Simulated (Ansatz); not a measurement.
**C₂H₂FI: one species, many methods**

Aim: compute C₂H₂FI with functionals from several rungs and with coupled cluster. The yardstick is the atomisation energy at the CCSD(T) limit.

Computed with Ansatz 0.2.0, Gaussian basis. Level: functionals in def2-TZVPP, the program's frozen cores in correlated methods.

Levels to be run: LDA (SPW92), PBE-D4, revPBE-D4, BLYP-D4, r2SCAN-D4, B97M-V, PBE0-D4, B3LYP-D4, r2SCANh-D4, r2SCAN0-D4, HSE06-D4, BHLYP-D4, CAM-B3LYP-D4, LC-ωPBE, ωB97X-V, ωB97M-V, B2PLYP, PBE-QIDH; CCSD(T)/def2-SVP; CCSD(T)/def2-TZVPP; CCSD(T)/def2-QZVPP; extrapolation to the limit; RPA on PBE.

## 1. The relaxed structure

An earlier PBE0-D4 in a triple-zeta def2 set relaxation fixed the geometry. I takes the def2 core potential; no spin-orbit term is included.

SMILES `F/C=C/I`, 6 atoms, charge 0, spin multiplicity 1.

Atoms are counted from 1 here; the program's logs count them from 0.

Bond lengths: F1–C2 1.335 Å, C2–C3 1.319 Å, C2–H5 1.083 Å, C3–I4 2.065 Å, C3–H6 1.081 Å. Angles: F1–C2–C3 120.9°, F1–C2–H5 113.0°, C3–C2–H5 126.1°, C2–C3–I4 121.4°, C2–C3–H6 122.4°, I4–C3–H6 116.2°.

Geometry (Å):

```
F    -1.1887   -0.5212   -1.3542
C    -0.6605   -0.2366   -0.1621
C     0.5901    0.1688   -0.0541
I     1.4228    0.6132    1.7821
H    -1.3586   -0.3763    0.6545
H     1.2370    0.2882   -0.9122
```

## 2. LDA

This LDA is Slater exchange with PW92 correlation.

Input file in.yaml:

```yaml
crystal:
  periodic: [false, false, false]
  atoms:
    - {symbol: F, position_ang: [-1.188740, -0.521233, -1.354174]}
    - {symbol: C, position_ang: [-0.660486, -0.236633, -0.162140]}
    - {symbol: C, position_ang: [0.590104, 0.168795, -0.054109]}
    - {symbol: I, position_ang: [1.422761, 0.613162, 1.782080]}
    - {symbol: H, position_ang: [-1.358630, -0.376256, 0.654487]}
    - {symbol: H, position_ang: [1.236989, 0.288166, -0.912246]}
basis:
  gaussian: {orbitals: def2-TZVPP}
hamiltonian: {xc: lda}
output: {orbitals: {seedname: orbitals}}
```

The run is started by

```sh
$ ansatz run in.yaml --threads 2 --pin off --events-out ev --progress --plain --max-ram 32768MiB --backend cpu
```

After this run come: PBE-D4 (GGA); revPBE-D4 (GGA); BLYP-D4 (GGA); r2SCAN-D4 (meta-GGA); B97M-V (meta-GGA); PBE0-D4 (hybrid); B3LYP-D4 (hybrid); r2SCANh-D4 (hybrid); r2SCAN0-D4 (hybrid); HSE06-D4 (hybrid); BHLYP-D4 (hybrid); CAM-B3LYP-D4 (range-separated); LC-ωPBE (range-separated); ωB97X-V (range-separated); ωB97M-V (range-separated); B2PLYP (double hybrid); PBE-QIDH (double hybrid); CCSD(T) in def2-SVP; CCSD(T) in def2-TZVPP; CCSD(T) in def2-QZVPP; RPA on PBE orbitals.

Q: Predict the results of all the runs planned. Wanted: atomisation energy, CCSD(T)/CBS; farthest beyond LDA; mean size of error, GGA; mean size of error, meta-GGA; mean size of error, hybrid; mean size of error, range-separated; mean size of error, double hybrid; gap, smallest and largest; T1 diagnostic.

**Answer**, as computed:

```
                               quantity                                                                                                                    value
        atomisation energy, CCSD(T)/CBS                                                                                                           527.1 kcal/mol
functionals within 5.3 kcal/mol (1.0 %)  revPBE-D4, BLYP-D4, r2SCAN-D4, B97M-V, PBE0-D4, B3LYP-D4, r2SCANh-D4, CAM-B3LYP-D4, LC-ωPBE, ωB97X-V, ωB97M-V, PBE-QIDH
                    farthest beyond LDA                                                                                                BHLYP-D4 (-26.8 kcal/mol)
                mean size of error, GGA                                                                                                            10.2 kcal/mol
           mean size of error, meta-GGA                                                                                                             1.6 kcal/mol
             mean size of error, hybrid                                                                                                             9.2 kcal/mol
    mean size of error, range-separated                                                                                                             1.9 kcal/mol
      mean size of error, double hybrid                                                                                                             4.7 kcal/mol
              gap, smallest and largest                                                                                    4.04 eV (BLYP-D4), 11.03 eV (LC-ωPBE)
                          T1 diagnostic                                                                                                                   0.0106
triples share of the correlation energy                                                                                                                    3.2 %
```

In words: The LDA atomisation energy is off by 97.9 kcal/mol (19 %): it overbinds. PBE-D4 misses by +22.9 kcal/mol. Double hybrids carry the basis error of their MP2 part in triple zeta, and no dispersion term here, so their miss is partly the set-up's. The rungs meta-GGA, range-separated, double hybrid miss on average by less than the doubt on the reference (5.3 kcal/mol), so they tie. Misses under about 5.3 kcal/mol are within the doubt on the reference itself, which lacks core-valence correlation, spin-orbit coupling and higher excitations, and its outer-core shells are covered unevenly. All levels share the lack of spin-orbit coupling, which lowers the free heavy atoms and so the true binding. Hartree-Fock recovers 69 % of the binding; the rest is correlation. CCSD(T) in def2-SVP is off by -30.8 kcal/mol, so the small basis spoils what the method gains. Orbital gaps span 4.0 to 11.0 eV; exact exchange widens them. Correlated methods include outer-core shells of I, which these sets cover unevenly.
